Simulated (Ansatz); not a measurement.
# Br− with SF6: structure and interaction energy

Aim: relax the pair, then compute its interaction energy with counterpoise at many levels, up to CCSD(T).

Program: Ansatz 0.2.0, Gaussian basis. Level of theory: PBE0-D4 structure, single points in def2-TZVPPD. These are calculated values, not measurements.

Levels: PBE-D4, revPBE-D4, BLYP-D4, r2SCAN-D4, B97M-V, PBE0-D4, B3LYP-D4, HSE06-D4, wB97X-V, wB97M-V, B2PLYP, Hartree-Fock, MP2, CCSD, CCSD(T). The reference is CCSD(T) extrapolated to the basis limit. For elements past Ar these valence bases correlate outer-core shells poorly and lack relativity, so that limit is rough.

Cores are frozen in the correlated methods. Filled d shells of the heavier atoms are correlated. B3LYP uses VWN-RPA correlation. B2PLYP carries no dispersion term here.

110 further runs of the same task are left out: 1 that didn't finish, 109 set aside as unsound or not needed.

### 1 Where the work starts

The pair, from a GFN2-xTB docking trial: 8 atoms, charge -1, spin multiplicity 1.

Atoms are counted from 1 here; the program's logs count them from 0.

Bond lengths: F2–S3 1.732 Å, S3–F4 1.737 Å, S3–F5 1.725 Å, S3–F6 1.736 Å, S3–F7 1.731 Å, S3–F8 1.736 Å. Angles: F2–S3–F4 89.5°, F2–S3–F5 90.5°, F2–S3–F6 179.0°, F2–S3–F7 90.2°, F2–S3–F8 89.7°, F4–S3–F5 179.8°, F4–S3–F6 89.6°, F4–S3–F7 89.5°, F4–S3–F8 89.3°, F5–S3–F6 90.4°, F5–S3–F7 90.8°, F5–S3–F8 90.5°, F6–S3–F7 90.3°, F6–S3–F8 89.8°, F7–S3–F8 178.8°.

As a file:

```xyz
8
charge -1, multiplicity 1
Br   -0.0848   -0.0495   -4.1160
F    -0.5741   -1.6018    0.3265
S     0.0106    0.0095    0.5768
F    -0.2877   -0.1638    2.2787
F     0.3123    0.1779   -1.1128
F     0.6054    1.6167    0.8568
F    -1.5938    0.6285    0.3753
F     1.6120   -0.6176    0.8148
```

Atoms 1 to 1 are fragment A (Br−), the rest fragment B (SF6).

### 2 A first relaxation in a small basis

File pre/in.yaml:

```yaml
crystal:
  periodic: [false, false, false]
  atoms:
    - {symbol: Br, position_ang: [-0.084800, -0.049500, -4.116000]}
    - {symbol: F, position_ang: [-0.574100, -1.601800, 0.326500]}
    - {symbol: S, position_ang: [0.010600, 0.009500, 0.576800]}
    - {symbol: F, position_ang: [-0.287700, -0.163800, 2.278700]}
    - {symbol: F, position_ang: [0.312300, 0.177900, -1.112800]}
    - {symbol: F, position_ang: [0.605400, 1.616700, 0.856800]}
    - {symbol: F, position_ang: [-1.593800, 0.628500, 0.375300]}
    - {symbol: F, position_ang: [1.612000, -0.617600, 0.814800]}
basis:
  gaussian: {orbitals: def2-SVPD}
total_charge: -1
hamiltonian: {xc: pbe, dispersion: d4}
relax: {f_tol: 0.03, max_steps: 250}
```

Started as:

```sh
> ansatz run in.yaml --threads 2 --pin off --events-out ev --progress --plain --max-ram 32768MiB --backend cpu
```

Further steps of the session: Relaxation at PBE0-D4; wB97X-V/def2-TZVPPD; wB97M-V/def2-TZVPPD; B2PLYP/def2-TZVPPD; B97M-V/def2-TZVPPD; CCSD(T)/def2-TZVPPD; MP2/def2-QZVPPD; Vibrations of the pair.

**Question.** What will these runs give? Wanted: interaction energy, CCSD(T)/CBS; of it Hartree-Fock; D4 term of PBE0-D4; shortest contact; lowest wavenumber.

**Answer**, as computed:

| quantity | value |
| --- | --- |
| interaction energy, CCSD(T)/CBS | -12.75 kJ/mol |
| of it Hartree-Fock (basis limit) | -4.94 kJ/mol |
| D4 term of PBE0-D4 | -3.31 kJ/mol |
| shortest contact | Br1–F5 3.29 Å |
| lowest wavenumber | 15 cm⁻¹ |

**Reading.** The pair is bound by 12.75 kJ/mol at fixed fragment shapes. Hartree-Fock gives 39 % of it, so electrostatics and correlation both count. The functionals run from wB97X-V, off by -0.02 kJ/mol, to BLYP-D4, off by -7.66 kJ/mol, against CCSD(T)/CBS. By rung, the mean size of the error is: GGA 7.45, meta-GGA 2.43, hybrid 2.48, screened hybrid 2.18, range-separated hybrid 0.17, double hybrid 2.05 kJ/mol. PBE-D4 gives an interaction energy 7.08 kJ/mol too low, an error of 56 % of the reference. CCSD(T) moves by -1.07 kJ/mol from triple zeta to the limit; gaps between functionals far smaller than that don't rank them. A lower arrangement may exist.
